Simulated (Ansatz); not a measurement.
# CdSn2Te3: the cost of one run

Method: DFT PBE, scalar-relativistic, plane waves, PAW, unless a step names another level, in Ansatz 0.2.0.

3 further runs of the same task are left out: 2 that didn't finish, 1 set aside as unsound or not needed.

### 1 The system as given

Symmetry: R32, No. 155, trigonal system. The conventional cell has a = 7.364 Å, b = 7.364 Å, c = 12.149 Å, α = 90.00°, β = 90.00°, γ = 120.00°. Cd (site symmetry 32) is surrounded by 6 Te at 3.17 Å. Sn (site symmetry 3) has 6 Te at 3.18 to 3.19 Å as nearest neighbours. Around Te (site symmetry 2) lie 2 Cd at 3.17 Å and 4 Sn at 3.18 to 3.19 Å.

As a file:

```cif
data_structure
_symmetry_space_group_name_H-M 'R32:H'
_symmetry_Int_Tables_number 155
_cell_length_a 7.3637
_cell_length_b 7.3637
_cell_length_c 12.1492
_cell_angle_alpha 90.000
_cell_angle_beta 90.000
_cell_angle_gamma 120.000
_cell_volume 570.52
loop_
_atom_site_label
_atom_site_type_symbol
_atom_site_symmetry_multiplicity
_atom_site_Wyckoff_symbol
_atom_site_fract_x
_atom_site_fract_y
_atom_site_fract_z
_atom_site_occupancy
Cd1 Cd 3 b 0.33333 0.66667 0.16667 1
Sn1 Sn 6 c 0.33333 0.66667 0.50220 1
Te1 Te 9 d 0.00000 0.33633 0.00000 1
```

The cell was relaxed beforehand at this level, from a generated guess; it is a trial structure. At a tolerance of 0.05 Å it has space group R32 (No. 155); it has 31.70 Å³/atom, an uncorrected energy of -0.17 eV/atom over the elements.

### 2 Electronic structure at the relaxed geometry

Input file input.yaml:

```yaml
crystal:
  lattice:
    - [3.6818642853, 2.1257253363, 4.0497251102]
    - [-3.6818642853, 2.1257253363, 4.0497251102]
    - [0.0, -4.2514506725, 4.0497251103]
  atoms:
    - { symbol: Cd, position: [0.5, 0.5, 0.5] }
    - { symbol: Sn, position: [0.8355348099, 0.8355348099, 0.8355348099] }
    - { symbol: Sn, position: [0.1644651901, 0.1644651901, 0.1644651901] }
    - { symbol: Te, position: [0.0, 0.3363273862, 0.6636726138] }
    - { symbol: Te, position: [0.3363273862, 0.6636726138, 0.0] }
    - { symbol: Te, position: [0.6636726138, 0.0, 0.3363273862] }
basis:
  ecutwfc: 420
kpoints:
  mp_grid: { grid: [6, 6, 6] }
  band_path:
    path:
      - [[0.0, 0.0, 0.0], [0.5, 0.5, 0.5], [0.64964907, 0.35035093, 0.5]]
      - [[0.5, -0.35035093, 0.35035093], [0.5, 0.0, 0.0], [0.0, 0.0, 0.0], [0.42517546, -0.42517546, 0.0]]
      - [[0.57482454, 0.0, 0.42517546], [0.5, 0.0, 0.5], [0.0, 0.0, 0.0]]
    npoints: 14
hamiltonian:
  xc: pbe
scf:
  occupations: { method: gaussian, width: 0.1 }
  n_extra_bands: 15
output:
  forces: true
  stress: true
  eigenvalues: true
  populations: true
  dos: { projected: true, de: 0.02, nscf_kmesh: { grid: [8, 8, 8] } }
  bader: true
  write_density: true
  write_potential: true
  elf: true
  volumetric_format: npy
```

Started as:

```bash
$ ansatz run input.yaml --threads 1 --pin off --max-ram 2560MiB --backend cpu --events-out ev --progress --plain --runs-dir out
```

What time and memory should one allow on 1 thread of Intel Xeon at 2.70GHz, shared host?

About 3.4 min, with a peak of 0.95 GiB.
